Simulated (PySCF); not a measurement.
# C3SH4 in PySCF: settings compared, part 2 of 2

PySCF 2.14.0. Earlier steps stand in the parts before.

### 5 Excitation energies (Tamm-Dancoff), PBE0

run.py

```python
import json
import numpy as np
from pyscf.pbc import gto, scf, dft, df

cell = gto.Cell()
cell.basis = 'def2-svp'
cell.fromfile('H4C3S.xyz')
cell.exp_to_discard = 0
cell.precision = 1e-08
cell.max_memory = 2520  # MB
cell.verbose = 4
cell.build()

res = {}
kpts = cell.make_kpts([1, 1, 1])
mf = dft.KRKS(cell, kpts, xc='pbe0', exxdiv='ewald')
mf = mf.density_fit()
mf.with_df._cderi = 'cderi.h5'  # three-centre integrals saved by an earlier run on this cell, basis and mesh
mf.conv_tol = 1e-08
mf.max_cycle = 60

mf.kernel()
res.update(converged=bool(mf.converged), e_tot=mf.e_tot, nelec=cell.nelectron, nao=cell.nao, mesh=list(map(int, cell.mesh)), a=cell.lattice_vectors().tolist(), coords=cell.atom_coords().tolist(),
           mo_energy=[np.real(x).tolist() for x in mf.mo_energy], mo_occ=[np.real(x).tolist() for x in mf.mo_occ])
import h5py
print('fit functions by k pair:', sorted({v['0'].shape[0] for v in h5py.File(mf.with_df._cderi)['j3c'].values()}))
res.update(kpts=cell.get_scaled_kpts(kpts).tolist())
res['parts'] = {k: float(np.real(v)) for k, v in mf.scf_summary.items() if np.isscalar(v)}
json.dump(res, open('results.json', 'w'))
if not mf.converged:
    raise SystemExit('SCF not converged')

print('levels (eV)')
for i, kp in enumerate(res['kpts'][:40]):
    print('k %7.4f %7.4f %7.4f  ' % tuple(kp), ' '.join('%.3f' % (x * 27.211386) for x in res['mo_energy'][i][:24]))

# Mulliken populations
dm, s = np.asarray(mf.make_rdm1()), np.asarray(mf.get_ovlp())
sites = cell.aoslice_by_atom()[:, 2:]
tot = np.einsum('kij,kji->i', dm, s).real / len(kpts)
res['mulliken'] = [cell.atom_charge(i) - tot[a0:a1].sum() for i, (a0, a1) in enumerate(sites)]
print('Mulliken charges', np.round(res['mulliken'], 5))

from pyscf.pbc import tdscf
td = tdscf.KTDA(mf)
td.nstates = 5
td.kshift_lst = [0]
td.conv_tol = 1e-5
td.kernel()
res.update(excitations=np.real(td.e[0]).tolist(), post_converged=bool(np.all(td.converged)))
res['done'] = True
json.dump(res, open('results.json', 'w'))
```

H4C3S.xyz

```xyz
8
Lattice="13.0000000000 0.0000000000 0.0000000000 0.0000000000 13.0000000000 0.0000000000 0.0000000000 0.0000000000 11.0000000000" Properties=species:S:1:pos:R:3 pbc="T T T"
C      5.5894499700      7.6497500300      5.4875499800
C      5.7630500200      6.2235500600      5.9181500400
C      6.8780500100      5.5547499800      5.8154499700
S      8.2125500600      4.7669499800      5.6883500300
H      4.8134499400      7.7309499800      4.7214500300
H      5.2878499700      8.2750500300      6.3324499700
H      6.5156500500      8.0528500000      5.0786499500
H      4.9141500200      5.6956499600      6.3465499900
```

Potentials or basis: def2-svp (all-electron).

On the command line:

```bash
> OMP_NUM_THREADS=2 python -u run.py > log
```

What it wrote:

```text
Discarded 0 diffused primitive functions, 0 contracted functions

******** <class 'pyscf.pbc.dft.krks.KRKS'> ********
method = KRKS
initial guess = minao
damping factor = 0
level_shift factor = 0
DIIS = <class 'pyscf.scf.diis.CDIIS'>
diis_start_cycle = 1
diis_space = 8
diis_damp = 0
SCF conv_tol = 1e-08
SCF conv_tol_grad = None
SCF max_cycles = 60
direct_scf = True
direct_scf_tol = 1e-13

******** PBC SCF flags ********
N kpts = 1
Exchange divergence treatment (exxdiv) = ewald
    madelung (= occupied orbital energy shift) = 0.12095704282831034
    Total energy shift due to Ewald probe charge = -1/2 * Nelec*madelung = -2.29818381374
DF object = <pyscf.pbc.df.df.GDF object>
XC functionals = pbe0
small_rho_cutoff = 0
radial grids:
    Treutler-Ahlrichs [JCP 102, 346 (1995); DOI:10.1063/1.469408] (M4) radial grids

becke partition: Becke, JCP 88, 2547 (1988); DOI:10.1063/1.454033
pruning grids: <function nwchem_prune>
grids dens level: 3
symmetrized grids: False
atomic radii adjust function: <function treutler_atomic_radii_adjust>
Set gradient conv threshold to 0.0001

******** <class 'pyscf.pbc.df.rsdf_builder._RSNucBuilder'> ********
mesh = [45 45 39] (78975 PWs)
ke_cutoff = 15.830355360444626
omega = 0.5009322609352015
exclude_d_aux = False
exclude_dd_block = True
j2c_eig_always = False
has_long_range = True
tot grids = 100466
cell vol = 12545.1538  sum(weights) = 12703.7365
nelec by numeric integration = 38.000001328771745
init E= -514.410434445466
  HOMO = -0.224854032506  LUMO = -0.105882758898  gap/eV = 3.23737
nelec by numeric integration = 38.00000344332926
cycle= 1 E= -513.793746505534  delta_E= 0.617  |g|= 0.241  |ddm|= 3.05
  HOMO = -0.198033300771  LUMO = -0.0575970694491  gap/eV = 3.82146
nelec by numeric integration = 38.00000384922075
cycle= 2 E= -513.780730987253  delta_E= 0.013  |g|= 0.331  |ddm|= 0.527
  HOMO = -0.209397277856  LUMO = -0.0498854723778  gap/eV = 4.34054
nelec by numeric integration = 38.00000358364663
cycle= 3 E= -513.808791734691  delta_E= -0.0281  |g|= 0.0533  |ddm|= 0.335
  HOMO = -0.215157668027  LUMO = -0.0581568543762  gap/eV = 4.27221
nelec by numeric integration = 38.00000358872174
cycle= 4 E= -513.809608901329  delta_E= -0.000817  |g|= 0.0175  |ddm|= 0.089
  HOMO = -0.214885043525  LUMO = -0.0572023603029  gap/eV = 4.29076
nelec by numeric integration = 38.000003544431
cycle= 5 E= -513.809680620615  delta_E= -7.17e-05  |g|= 0.00756  |ddm|= 0.0239
  HOMO = -0.214423906654  LUMO = -0.0564830063338  gap/eV = 4.29779
nelec by numeric integration = 38.000003570391584
cycle= 6 E= -513.809693861788  delta_E= -1.32e-05  |g|= 0.00309  |ddm|= 0.01
  HOMO = -0.214403274943  LUMO = -0.0565482945288  gap/eV = 4.29545
nelec by numeric integration = 38.00000356168184
cycle= 7 E= -513.809696822021  delta_E= -2.96e-06  |g|= 0.00062  |ddm|= 0.00381
  HOMO = -0.214461676207  LUMO = -0.0565787716301  gap/eV = 4.29621
nelec by numeric integration = 38.00000356121839
cycle= 8 E= -513.809696919683  delta_E= -9.77e-08  |g|= 9.79e-05  |ddm|= 0.000709
  HOMO = -0.214454366812  LUMO = -0.0565662138302  gap/eV = 4.29636
nelec by numeric integration = 38.00000356090099
cycle= 9 E= -513.809696922984  delta_E= -3.3e-09  |g|= 2.59e-05  |ddm|= 0.000148
  HOMO = -0.214456262668  LUMO = -0.0565651004306  gap/eV = 4.29644
nelec by numeric integration = 38.000003560975216
Extra cycle  E= -513.809696922696  delta_E= 2.88e-10  |g|= 4.11e-05  |ddm|= 7.12e-05
converged SCF energy = -513.809696922696
fit functions by k pair: [242]
levels (eV)
k  0.0000  0.0000  0.0000   -2421.556 -280.118 -278.541 -278.530 -215.597 -159.248 -158.845 -158.649 -22.875 -21.056 -18.376 -14.049 -12.261 -11.674 -11.582 -10.497 -9.516 -8.587 -5.836 -1.539 1.119 2.698 3.418 3.876
Mulliken charges [-0.02233 -0.33205  0.1425  -0.05169  0.06162  0.06165  0.05294  0.08737]

******** <class 'pyscf.pbc.tdscf.krks.TDA'> for <class 'pyscf.pbc.dft.krks.KRKS'> ********
nstates = 5 singlet
deg_eia_thresh = 1.000e-03
kshift_lst = [0]
wfnsym = None
conv_tol = 1e-05
eigh lindep = 1e-12
eigh level_shift = 0
eigh max_cycle = 100

nelec by numeric integration = 38.000003560975216

******** <class 'pyscf.pbc.df.rsdf_builder._RSNucBuilder'> ********
mesh = [45 45 39] (78975 PWs)
ke_cutoff = 15.830355360444626
omega = 0.5009322609352015
exclude_d_aux = False
exclude_dd_block = True
j2c_eig_always = False
has_long_range = True
kshift = 0  Excited State energies (eV)
[2.46606907 5.89741327 5.92442309 7.31198882 7.64674168]
```

It took 2.7 min on 2 threads of Intel Xeon at 2.50GHz (Skylake/Cascade Lake), shared host; peak memory 1.9 GiB.

Results:

```
Free energy                     : -13981.4741 eV
Gap between the frontier levels : 4.30 eV
Mulliken charges                : C -0.02, -0.33, +0.14; S -0.05; H +0.06, +0.05, +0.09 e
```

Lowest excitation energies (eV): 2.47, 5.90, 5.92, 7.31, 7.65

Caveat: the basis is small and the box finite, so much correlation energy is missing and levels can be off by tenths of an eV; Mulliken charges move with the basis; the iterative solver can pass over a root and still report convergence; this is a molecule in a periodic box at the Γ point, so its band gap is the HOMO-LUMO gap; total energy, band gap and charges are those of the mean-field reference; the basis of atomic orbitals isn't converged, which shifts pressures, moduli and gaps.

### 6 Summary

| task | level | exxdiv | grid for exchange and correlation | gap on the mesh (eV) |
| --- | --- | --- | --- | --- |
| MP2 correlation energy | HF | ewald | - | 10.54 |
| RPA correlation energy | PBE | - | Becke, atom-centred | - |
| G0W0 quasiparticle levels | PBE0 | ewald | Becke, atom-centred | - |
| excitation energies (Tamm-Dancoff) | PBE0 | ewald | Becke, atom-centred | 4.30 |

Alike in all rows: potentials or basis def2-svp (all-electron); no spin polarisation; cell as given; k mesh 1 × 1 × 1; smearing fixed.

Caveats: the basis is small and the box finite, so much correlation energy is missing and levels can be off by tenths of an eV; this is a molecule in a periodic box at the Γ point, so its band gap is the HOMO-LUMO gap; the basis of atomic orbitals isn't converged, which shifts pressures, moduli and gaps; the iterative solver can pass over a root and still report convergence (some runs).

Absolute energies hang on the potentials; compare differences alone.
